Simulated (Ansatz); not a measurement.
# HfZrS3: the cost of one run

Computed with Ansatz 0.2.0 (DFT PBE, scalar-relativistic, plane waves, PAW, unless a step's input says otherwise).

3 further runs of the same task are left out: 1 that didn't finish, 2 set aside as unsound or not needed.

### Step 1. The starting structure

The structure is cubic, space group Pm-3m (No. 221). The conventional cell has a = 4.879 Å, b = 4.879 Å, c = 4.879 Å, α = 90.00°, β = 90.00°, γ = 90.00°. Zr (site symmetry m-3m) has 6 S at 2.44 Å as nearest neighbours. Hf (site symmetry m-3m) is surrounded by 12 S at 3.45 Å. S (site symmetry 4/mmm) has 2 Zr at 2.44 Å and 4 Hf at 3.45 Å as nearest neighbours.

As a file:

```cif
data_structure
_symmetry_space_group_name_H-M 'P 1'
_symmetry_Int_Tables_number 1
_cell_length_a 4.8786
_cell_length_b 4.8786
_cell_length_c 4.8786
_cell_angle_alpha 90.000
_cell_angle_beta 90.000
_cell_angle_gamma 90.000
_cell_volume 116.11
loop_
_atom_site_label
_atom_site_type_symbol
_atom_site_fract_x
_atom_site_fract_y
_atom_site_fract_z
_atom_site_occupancy
Zr1 Zr 0.50000 0.50000 0.50000 1
Hf1 Hf 0.00000 0.00000 0.00000 1
S1 S 0.00000 0.50000 0.50000 1
S2 S 0.50000 0.50000 0.00000 1
S3 S 0.50000 0.00000 0.50000 1
```

The cell was relaxed beforehand at this level, from a database cell with other species swapped in; it needn't be the stable form of this composition. At a tolerance of 0.05 Å it has space group Pm-3m (No. 221); it has 23.22 Å³/atom, an uncorrected energy of -0.38 eV/atom over the elements.

### Step 2. Static run: bands, density of states and charges

The input, input.yaml:

```yaml
crystal:
  lattice:
    - [4.8785540146, 0.0, 0.0]
    - [0.0, 4.8785540146, 0.0]
    - [0.0, 0.0, 4.8785540146]
  atoms:
    - { symbol: Zr, position: [0.5, 0.5, 0.5] }
    - { symbol: Hf, position: [0.0, 0.0, 0.0], spin: 1.16 }
    - { symbol: S, position: [0.0, 0.5, 0.5] }
    - { symbol: S, position: [0.5, 0.5, 0.0] }
    - { symbol: S, position: [0.5, 0.0, 0.5] }
basis:
  ecutwfc: 420
kpoints:
  mp_grid: { grid: [8, 8, 8] }
  band_path:
    path:
      - [[0.0, 0.0, 0.0], [0.0, 0.5, 0.0], [0.5, 0.5, 0.0], [0.0, 0.0, 0.0], [0.5, 0.5, 0.5], [0.0, 0.5, 0.0]]
      - [[0.5, 0.5, 0.5], [0.5, 0.5, 0.0]]
    npoints: 14
hamiltonian:
  xc: pbe
scf:
  occupations: { method: gaussian, width: 0.1 }
  n_extra_bands: 12
output:
  forces: true
  stress: true
  eigenvalues: true
  populations: true
  dos: { projected: true, de: 0.02, nscf_kmesh: { grid: [10, 10, 10] } }
  bader: true
  write_density: true
  write_potential: true
  elf: true
  volumetric_format: npy
magnetization:
  spin_polarized: true
checkpoint:
  read: start.run
  write: ck
  compress: false
  write_wavefunctions: false
  write_every: 100000
```

Command:

```sh
> ansatz run input.yaml --threads 1 --pin off --max-ram 2560MiB --backend cpu --events-out ev --progress --plain --runs-dir out
```

**Question.** How long does this run take on 1 thread of Arm Neoverse V1, shared host, and how much memory does it need?

About 1.7 min, with a peak of 0.62 GiB.
